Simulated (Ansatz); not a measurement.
## CH₅NSi, SMILES C1N[SiH2]1: energies of removing a hydrogen, step by step

With the Ansatz DFT code, driven from Python.

The script reads `ch5nsi.xyz`:
```text
8

C    -0.65550    0.32700   -0.59470
N    -0.28680    0.49190    0.76710
Si    0.50640   -0.81460    0.06100
H    -1.61540   -0.02240   -0.78870
H    -0.33480    1.09260   -1.33270
H     0.37310    1.27860    0.89860
H     1.98990   -0.41490    0.12880
H     0.11530   -1.99540    0.80470
```

The cells in order, each with its output:

```python
from dataclasses import dataclass

import ansatz as az
```

```python
@dataclass(frozen=True)
class Settings:
    basis: str = "def2-TZVP"
    method: str = "MP2"


settings = Settings()
```

```python
def energy_of(molecule, charge=0, unpaired=0):
    calc = (
        molecule.calculation()
        .basis(gaussian=settings.basis)
        .correlation(settings.method)
    )
    if charge:
        calc = calc.charge(charge)
    if unpaired:
        calc = calc.spin("collinear", total=unpaired)
    return calc.run().report["free_energy_ev"]
```

```python
def without(molecule, index):
    rest = az.Crystal.molecule()
    for i, site in enumerate(molecule.cartesian_sites):
        if i != index:
            rest = rest.atom(site.symbol, site.position_ang)
    return rest
```

```python
mol = az.Crystal.molecule_from_extxyz("ch5nsi.xyz")
```

```python
whole = energy_of(mol, 0)
hydrogen = energy_of(az.Crystal.molecule().atom("H", (0, 0, 0)), 0, 1)
print(f"E(molecule) = {whole:.5f} eV, E(H) = {hydrogen:.5f} eV")
for index in [4, 5, 7]:
    radical = energy_of(without(mol, index), 0, 1)
    print(f"H{index}: homolysis {23.060548 * (radical + hydrogen - whole):.1f} kcal/mol")
```

    E(molecule) = -10466.13898 eV, E(H) = -13.60052 eV
    H4: homolysis 109.1 kcal/mol
    H5: homolysis 106.2 kcal/mol
    H7: homolysis 85.6 kcal/mol

These settings explore the input space; basis and method may be short of convergence. The geometry is a force-field or estimated start, not a minimum of this method, and the basis set is short of its limit. All parts are taken at fixed geometry, without zero-point energy. Run time: 11 s on 1 thread of Arm Neoverse V1, with other jobs on the host, peak memory 0.27 GiB.
